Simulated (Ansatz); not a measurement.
**Ni: a slab and its surfaces, (111), 3 layers**

Aim: cut a slab of Ni (111), 3 layers from the relaxed bulk, relax it, and get surface energy and work function. The runs shown use LAPW, norm-conserving and crystal datasets. Companion runs by PAW are cited. Its runs: bulk in the slab's orientation (LAPW); the reference run (LAPW, norm-conserving and crystal datasets); atoms relaxed (LAPW); field of 0.1 V/Å along the normal (LAPW).

Computed with Ansatz 0.2.0 (DFT PBE, with the methods named in each step, unless a step's input says otherwise).

## Step 1: Starting point

The structure is cubic, space group Fm-3m (No. 225). The conventional cell has a = 3.519 Å, b = 3.519 Å, c = 3.519 Å, α = 90.00°, β = 90.00°, γ = 90.00°. Ni (site symmetry m-3m) has 12 Ni at 2.49 Å as nearest neighbours.

As a file:

```
CELL_PARAMETERS angstrom
0.00000 1.75931 -1.75931
-1.75931 0.00000 1.75931
3.51862 3.51862 3.51862
ATOMIC_POSITIONS crystal
Ni 0.00000 0.00000 0.00000
Ni 0.33333 0.66667 0.33333
Ni 0.66667 0.33333 0.66667
```

Atoms are numbered in the order of the input: Ni1, Ni2, Ni3.

## Step 2: Bulk in the slab's orientation, LAPW

input.yaml

```yaml
crystal:
  lattice:
    - [0.0, 1.7593077821, -1.7593077821]
    - [-1.7593077821, 0.0, 1.7593077821]
    - [3.5186155641, 3.5186155641, 3.5186155641]
  atoms:
    - { symbol: Ni, position: [0.0, 0.0, 0.0], spin: 1.0 }
    - { symbol: Ni, position: [0.333333333, 0.666666667, 0.333333333], spin: 1.0 }
    - { symbol: Ni, position: [0.666666667, 0.333333333, 0.666666667], spin: 1.0 }
magnetization:
  spin_polarized: true
kpoints:
  mp_grid: { grid: [19, 19, 7] }
scf:
  occupations: { method: fermi_dirac, width: 0.05 }
hamiltonian:
  xc: pbe
  pseudopotentials: { kind: all_electron, lapw: { basis_error: 0.001 } }
output:
  forces: true
  stress: true
  eigenvalues: true
```

The run is started by

```console
$ ansatz run input.yaml --threads 2 --pin off --max-ram 6144MiB --backend cpu --events-out ev --progress --plain --runs-dir out
```

After this run come: Slab as cut, LAPW; Atoms relaxed, LAPW; Field of 0.1 V/Å along the normal, LAPW; Slab as cut, norm-conserving; Slab as cut, crystal datasets.

Q: Predict the outcome of this session. Wanted: surface energy; work function; outer layer spacing (for each run or level that gives them).

The runs gave:

| quantity | value |
| --- | --- |
| surface energy (LAPW, relaxed) | 1.94 J/m² |
| work function (LAPW, relaxed) | 5.02 eV |
| outer layer spacing (LAPW) | 2.03 → 2.00 Å |
| work function (norm-conserving, relaxed) | 5.02 eV |
| work function (crystal datasets, relaxed) | 5.02 eV |
| surface energy (PAW, relaxed) | 1.94 J/m² |
| work function (PAW, relaxed) | 5.03 eV |
| outer layer spacing (PAW) | 2.03 → 2.00 Å |

What this shows: By LAPW the surface costs 1.95 J/m² as cut and 1.94 J/m² relaxed. The outermost spacing changes by -1.6 % (LAPW). The field of 0.1 V/Å along the normal induces a dipole of 0.021 e·Å per cell (LAPW). The outermost spacing changes by -1.6 % (PAW). The field of 0.1 V/Å along the normal induces a dipole of 0.021 e·Å per cell (PAW). Thickness wasn't converged, and no reconstruction was sought. The magnetic state is the one reached from the start moments in this cell; it needn't be the ground state.
